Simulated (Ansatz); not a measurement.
# Ba: the cost of one run

All numbers below are computed with Ansatz 0.2.0 (DFT PBE+D3(BJ), plane waves, PAW, scalar-relativistic, no spin polarisation).

## (1) The structure to begin with

The cell holds 17 atoms (Ba17): a = 10.040 Å, b = 10.040 Å, c = 10.040 Å, α = 90.00°, β = 90.00°, γ = 90.00°.

The coordinates stand in the first input below.

## (2) End point A

Contents of input.yaml:

```yaml
crystal:
  lattice:
    - [10.04, 0.0, 0.0]
    - [0.0, 10.04, 0.0]
    - [0.0, 0.0, 10.04]
  atoms:
    - { symbol: Ba, position: [0.0, 0.0, 0.0] }
    - { symbol: Ba, position: [0.5, 0.0, 0.0] }
    - { symbol: Ba, position: [0.0, 0.5, 0.0] }
    - { symbol: Ba, position: [0.0, 0.0, 0.5] }
    - { symbol: Ba, position: [0.25, 0.25, 0.25] }
    - { symbol: Ba, position: [0.5, 0.5, 0.0] }
    - { symbol: Ba, position: [0.5, 0.0, 0.5] }
    - { symbol: Ba, position: [0.75, 0.25, 0.25] }
    - { symbol: Ba, position: [0.0, 0.5, 0.5] }
    - { symbol: Ba, position: [0.25, 0.75, 0.25] }
    - { symbol: Ba, position: [0.25, 0.25, 0.75] }
    - { symbol: Ba, position: [0.5, 0.5, 0.5] }
    - { symbol: Ba, position: [0.75, 0.75, 0.25] }
    - { symbol: Ba, position: [0.75, 0.25, 0.75] }
    - { symbol: Ba, position: [0.25, 0.75, 0.75] }
    - { symbol: Ba, position: [0.75, 0.75, 0.75] }
    - { symbol: Ba, position: [0.1257365, -0.0032069, 0.2537652] }
basis:
  ecutwfc: 420.0
kpoints:
  mp_grid: { grid: [2, 2, 2] }
hamiltonian:
  xc: pbe
  dispersion: d3bj
scf:
  occupations: { method: gaussian, width: 0.15 }
  lower_state_search: "off"
relax:
  f_tol: 0.03
  max_steps: 60
  adjacent_minimum: "off"
```

Run with:

```
ansatz run input.yaml --threads 4 --pin off --max-ram 10240MiB --backend cpu --events-out ev --progress --plain --runs-dir out
```

What time and memory should one allow on 4 threads of Arm Neoverse V1, shared host?

About 2.7 min, with a peak of 2.8 GiB.
